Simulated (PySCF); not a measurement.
**BrH4⁻: changing the method**

Starting from one script, swap the method and compare what comes out for BrH4⁻.

The runs use PySCF 2.14.0; each script names its method and basis.

3 further runs of the same task are left out: 3 that didn't finish.

## Step 1: Where the work starts

BrH4⁻: 5 atoms, charge -1, spin multiplicity 1.

Bond lengths: Br1–H2 1.793 Å, Br1–H3 1.793 Å, Br1–H4 1.793 Å, Br1–H5 1.793 Å. Angles: H2–Br1–H3 180.0°, H2–Br1–H4 90.0°, H2–Br1–H5 90.0°, H3–Br1–H4 90.0°, H3–Br1–H5 90.0°, H4–Br1–H5 180.0°.

As a file:

```xyz
5
charge -1, multiplicity 1
Br    0.0000    0.0000    0.0000
H     0.0000    1.7930    0.0000
H     0.0000   -1.7930    0.0000
H     1.7930    0.0000    0.0000
H    -1.7930    0.0000    0.0000
```

## Step 2: Base script

Contents of input.py:

```python
from pyscf import gto, dft
from pyscf.geomopt.geometric_solver import optimize

mol = gto.M(
    atom='Br 0 0 0; H 0 1.793 0; H 0 -1.793 0; H 1.793 0 0; H -1.793 0 0',
    basis='x2c-svpall',
    charge=-1,
    spin=0,
    verbose=4,
)
mf = dft.RKS(mol, xc='revtpss')
mf = mf.sfx2c1e()
mf.kernel()
g = mf.nuc_grad_method()
g.grid_response = True
mol_eq = optimize(g.as_scanner(), maxsteps=30)
print('optimised geometry (angstrom)')
print(mol_eq.tostring('raw'))
print('orbital energies (hartree):', mf.mo_energy[..., max(0, mol.nelec[1]-3):mol.nelec[0]+3].round(4))
```

Launch:

```
> python input.py
```

## Step 3: B3lyp

Run 1 changes functional: revtpss → b3lyp.

input.py: that of step 2 with these lines changed.

```diff
@@ -10,3 +10,3 @@
 )
-mf = dft.RKS(mol, xc='revtpss')
+mf = dft.RKS(mol, xc='b3lyp')
 mf = mf.sfx2c1e()
```

## Step 4: Bhandhlyp

Run 2 changes functional: revtpss → bhandhlyp.

input.py: that of step 2 with these lines changed.

```diff
@@ -10,3 +10,3 @@
 )
-mf = dft.RKS(mol, xc='revtpss')
+mf = dft.RKS(mol, xc='bhandhlyp')
 mf = mf.sfx2c1e()
```

What does the calculation give? Wanted: for each run, E(SCF); from base; gap; after the SCF.

**Answer**, as computed:

| run | E(SCF) (hartree) | from base (eV) | cycles | gap (eV) | after the SCF |
| --- | --- | --- | --- | --- | --- |
| base | -2607.332201 | 0 | 7 | 3.91 | -0.001 eV |
| b3lyp | -2608.047612 | not comparable | 7 | 4.89 | -0.008 eV |
| bhandhlyp | -2607.938387 | not comparable | 7 | 6.73 | -0.055 eV |

SCF columns refer to the geometry typed in the script.

The highest filled level of this anion is positive: the basis lacks diffuse functions or the electron is not bound, so these numbers hang on the basis. The gap between the frontier levels is 3.9 eV with revtpss (0 % exact exchange) and 6.7 eV with bhandhlyp (50 %): exact exchange opens it. Total energies of different functionals can't be compared with each other; differences within one functional can.
